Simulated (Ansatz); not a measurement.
# C9: the cost of one run

Method: DFT wB97X-V, Gaussian basis cc-pVTZ, and further levels as typed in the inputs, in Ansatz 0.2.0.

## Step 1: The system as given

Bond lengths: C1–C2 1.299 Å, C2–C3 1.312 Å, C3–C4 1.290 Å, C4–C5 1.293 Å, C5–C6 1.292 Å, C6–C7 1.298 Å, C7–C8 1.302 Å, C1–C9 1.299 Å, C8–C9 1.298 Å. Angles: C1–C2–C3 139.6°, C2–C1–C9 140.2°, C2–C3–C4 140.8°, C3–C4–C5 139.3°, C4–C5–C6 140.2°, C5–C6–C7 140.3°, C6–C7–C8 139.9°, C7–C8–C9 140.4°, C1–C9–C8 139.2°.

Structure file:

```xyz
9

C     1.9005   -0.0029    0.0000
C     1.4557    1.2178    0.0000
C     0.3148    1.8667    0.0000
C    -0.9567    1.6522    0.0000
C    -1.7829    0.6571    0.0000
C    -1.7816   -0.6346    0.0000
C    -0.9516   -1.6329    0.0000
C     0.3303   -1.8624    0.0000
C     1.4610   -1.2252    0.0000
```

## Step 2: Relaxing the atoms: C9

input.yaml

```yaml
relax:
  f_tol: 0.001
  max_steps: 200
crystal:
  periodic: [false, false, false]
  atoms:
    - { symbol: C, position_ang: [1.900484, -0.002895, 0.0] }
    - { symbol: C, position_ang: [1.455718, 1.217817, 0.0] }
    - { symbol: C, position_ang: [0.31484, 1.866692, 0.0] }
    - { symbol: C, position_ang: [-0.956716, 1.652217, 0.0] }
    - { symbol: C, position_ang: [-1.782894, 0.657075, 0.0] }
    - { symbol: C, position_ang: [-1.781553, -0.634573, 0.0] }
    - { symbol: C, position_ang: [-0.951608, -1.632882, 0.0] }
    - { symbol: C, position_ang: [0.330333, -1.862419, 0.0] }
    - { symbol: C, position_ang: [1.46101, -1.225153, 0.0] }
basis:
  gaussian: { orbitals: cc-pVTZ }
hamiltonian:
  xc: { name: wB97X-V }
```

The run is started by

```sh
$ ansatz run input.yaml --threads 8 --pin off --max-ram 16384MiB --backend cpu --events-out ev --progress --plain --runs-dir out
```

Q: Estimate wall time and peak memory on 8 threads of Arm Neoverse V2, shared host.

About 3.5 min, with a peak of 1.6 GiB.
